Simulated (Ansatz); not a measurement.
# KC18: the cost of one run

Program: Ansatz 0.2.0. Level of theory: DFT LDA, plane waves, PAW, scalar-relativistic, collinear spin. These are calculated values, not measurements.

1 further run of the same task is left out (it didn't finish).

**1. The structure to begin with**

The cell holds 19 atoms (C18K): a = 7.398 Å, b = 7.398 Å, c = 11.000 Å, α = 90.00°, β = 90.00°, γ = 120.00°.

As a file:

```
CELL_PARAMETERS angstrom
7.39800 0.00000 0.00000
-3.69900 6.40686 0.00000
0.00000 0.00000 11.00000
ATOMIC_POSITIONS crystal
C 0.00000 0.00000 0.09091
C 0.22222 0.11111 0.09091
C 0.00000 0.33333 0.09091
C 0.22222 0.44444 0.09091
C 0.00000 0.66667 0.09091
C 0.22222 0.77778 0.09091
C 0.33333 0.00000 0.09091
C 0.55556 0.11111 0.09091
C 0.33333 0.33333 0.09091
C 0.55556 0.44444 0.09091
C 0.33333 0.66667 0.09091
C 0.55556 0.77778 0.09091
C 0.66667 0.00000 0.09091
C 0.88889 0.11111 0.09091
C 0.66667 0.33333 0.09091
C 0.88889 0.44444 0.09091
C 0.66667 0.66667 0.09091
C 0.88889 0.77778 0.09091
K 0.61604 0.14534 0.34909
```

**2. Relaxing end A**

Input file input.yaml:

```yaml
crystal:
  lattice:
    - [7.398, 0.0, 0.0]
    - [-3.699, 6.406856, 0.0]
    - [0.0, 0.0, 11.0]
  atoms:
    - { symbol: C, position: [0.0, 0.0, 0.0909091] }
    - { symbol: C, position: [0.2222222, 0.1111111, 0.0909091] }
    - { symbol: C, position: [0.0, 0.3333333, 0.0909091] }
    - { symbol: C, position: [0.2222222, 0.4444444, 0.0909091] }
    - { symbol: C, position: [0.0, 0.6666667, 0.0909091] }
    - { symbol: C, position: [0.2222222, 0.7777778, 0.0909091] }
    - { symbol: C, position: [0.3333333, 0.0, 0.0909091] }
    - { symbol: C, position: [0.5555556, 0.1111111, 0.0909091] }
    - { symbol: C, position: [0.3333333, 0.3333333, 0.0909091] }
    - { symbol: C, position: [0.5555556, 0.4444444, 0.0909091] }
    - { symbol: C, position: [0.3333333, 0.6666667, 0.0909091] }
    - { symbol: C, position: [0.5555556, 0.7777778, 0.0909091] }
    - { symbol: C, position: [0.6666667, 0.0, 0.0909091] }
    - { symbol: C, position: [0.8888889, 0.1111111, 0.0909091] }
    - { symbol: C, position: [0.6666667, 0.3333333, 0.0909091] }
    - { symbol: C, position: [0.8888889, 0.4444444, 0.0909091] }
    - { symbol: C, position: [0.6666667, 0.6666667, 0.0909091] }
    - { symbol: C, position: [0.8888889, 0.7777778, 0.0909091] }
    - { symbol: K, position: [0.6160418, 0.145337, 0.3490909], spin: 1.0 }
magnetization:
  spin_polarized: true
basis:
  ecutwfc: 420.0
kpoints:
  mp_grid: { grid: [2, 2, 1] }
hamiltonian:
  xc: lda
scf:
  occupations: { method: gaussian, width: 0.02 }
  lower_state_search: "off"
relax:
  f_tol: 0.03
  max_steps: 60
  adjacent_minimum: "off"
```

Launch:

```sh
> ansatz run input.yaml --threads 2 --pin off --max-ram 5120MiB --backend cpu --events-out ev --progress --plain --runs-dir out
```

What time and memory should one allow on 2 threads of Intel Xeon 6975P-C (Granite Rapids), shared host?

About 26 s, with a peak of 0.83 GiB.
